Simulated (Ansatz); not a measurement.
Geometry optimisation, Ansatz, DFT PBE-D3(BJ), scalar-relativistic, plane waves, PAW.

The input (input.yaml):

```yaml
crystal:
  lattice:
    - [8.1, 0.0, 0.0]
    - [0.0, 8.1, 0.0]
    - [0.0, 0.0, 8.1]
  atoms:
    - { symbol: Al, position: [0.5, 0.0, 0.0] }
    - { symbol: Al, position: [0.75, 0.25, 0.0] }
    - { symbol: Al, position: [0.75, 0.0, 0.25] }
    - { symbol: Al, position: [0.0, 0.0, 0.0] }
    - { symbol: Al, position: [0.25, 0.25, 0.0] }
    - { symbol: Al, position: [0.5, 0.5, 0.0] }
    - { symbol: Al, position: [0.75, 0.75, 0.0] }
    - { symbol: Al, position: [0.25, 0.0, 0.25] }
    - { symbol: Al, position: [0.5, 0.25, 0.25] }
    - { symbol: Al, position: [0.75, 0.5, 0.25] }
    - { symbol: Al, position: [0.5, 0.0, 0.5] }
    - { symbol: Al, position: [0.75, 0.25, 0.5] }
    - { symbol: Al, position: [0.75, 0.0, 0.75] }
    - { symbol: Al, position: [0.0, 0.5, 0.0] }
    - { symbol: Al, position: [0.25, 0.75, 0.0] }
    - { symbol: Al, position: [0.0, 0.25, 0.25] }
    - { symbol: Al, position: [0.25, 0.5, 0.25] }
    - { symbol: Al, position: [0.5, 0.75, 0.25] }
    - { symbol: Al, position: [0.0, 0.0, 0.5] }
    - { symbol: Al, position: [0.25, 0.25, 0.5] }
    - { symbol: Al, position: [0.5, 0.5, 0.5] }
    - { symbol: Al, position: [0.75, 0.75, 0.5] }
    - { symbol: Al, position: [0.25, 0.0, 0.75] }
    - { symbol: Al, position: [0.5, 0.25, 0.75] }
    - { symbol: Al, position: [0.75, 0.5, 0.75] }
    - { symbol: Al, position: [0.0, 0.75, 0.25] }
    - { symbol: Al, position: [0.0, 0.5, 0.5] }
    - { symbol: Al, position: [0.25, 0.75, 0.5] }
    - { symbol: Al, position: [0.0, 0.25, 0.75] }
    - { symbol: Al, position: [0.25, 0.5, 0.75] }
    - { symbol: Al, position: [0.5, 0.75, 0.75] }
    - { symbol: Al, position: [0.0, 0.75, 0.75] }
    - { symbol: Au, position: [0.36638365, 0.87325477, 0.12263098] }
basis:
  ecutwfc: 420.0
kpoints:
  mp_grid: { grid: [3, 3, 3] }
hamiltonian:
  xc: pbe
  dispersion: d3bj
  pseudopotentials: { kind: paw, azcp: { folder: soft_1 } }
scf:
  occupations: { method: gaussian, width: 0.1 }
  lower_state_search: "off"
relax:
  f_tol: 0.03
  max_steps: 60
  adjacent_minimum: "off"
output:
  write_density: true
  write_potential: true
  elf: true
  volumetric_format: npy
```

Launched with:

```bash
$ ansatz run input.yaml --threads 4 --pin off --max-ram 10240MiB --backend cpu --events-out ev --progress --plain --runs-dir out
```

**Question.** Where does it end, and by what steps?

**Answer.** It converged. Limits of this set-up: coarse k mesh, a small cell, in which the defect meets its images, a typed lattice constant that wasn't relaxed here. After 12 steps the energy has fallen by 24.491 eV; Au33 moved furthest, 1.74 Å. The start is strongly strained (largest force component 20 eV/Å), so its close contacts needn't be bonds. Parted: Al15–Au33 (1.69 → 3.51 Å). Joined: Al3–Au33 (3.43 → 2.46 Å), Al9–Au33 (3.40 → 2.46 Å), Al11–Au33 (3.40 → 2.46 Å).

```tsv
step	energy less start (eV)	largest force component (eV/Å)	accepted
0	0.0000	19.705	yes
1	-14.1980	8.666	yes
2	-20.8111	2.968	yes
3	-22.7092	0.770	yes
4	-22.9389	0.459	yes
5	-23.0568	0.672	yes
6	-23.2977	0.875	yes
7	-23.6570	0.849	yes
8	-24.0251	0.595	yes
9	-24.2912	0.293	yes
10	-24.4282	0.114	yes
11	-24.4837	0.042	yes
12	-24.4905	0.007	yes
```

```xyz
33
Lattice="8.1000 0.0000 0.0000 0.0000 8.1000 0.0000 0.0000 0.0000 8.1000" Properties=species:S:1:pos:R:3
Al 4.021 -0.027 -0.476
Al 6.059 2.011 -0.048
Al 6.472 -0.028 1.997
Al -0.035 -0.031 -0.134
Al 1.977 2.007 -0.046
Al 4.017 4.017 -0.133
Al 6.055 6.029 -0.046
Al 1.548 -0.027 1.997
Al 4.020 2.423 1.997
Al 6.147 4.016 1.993
Al 4.020 -0.028 4.448
Al 6.061 2.012 4.037
Al 6.147 -0.031 6.041
Al -0.031 4.021 -0.063
Al 1.981 6.033 -0.042
Al -0.035 2.099 1.994
Al 1.890 4.017 1.994
Al 4.021 5.599 1.998
Al -0.035 -0.031 4.124
Al 1.975 2.011 4.035
Al 4.017 4.017 4.124
Al 6.059 6.027 4.035
Al 1.890 -0.031 6.042
Al 4.017 2.099 6.041
Al 6.075 4.021 6.045
Al -0.035 5.942 1.994
Al -0.031 4.021 4.051
Al 1.977 6.029 4.032
Al -0.031 2.027 6.045
Al 1.960 4.021 6.046
Al 4.017 5.942 6.042
Al -0.031 6.012 6.046
Au 4.007 8.058 1.983
```

Whether the end is a true minimum wasn't checked by a vibrational analysis.

The run took 4.8 min on 4 threads of Intel(R) Xeon(R) Platinum 8259CL CPU @ 2.50GHz (Skylake/Cascade Lake), with other jobs on the host, peak memory 1.8 GiB.
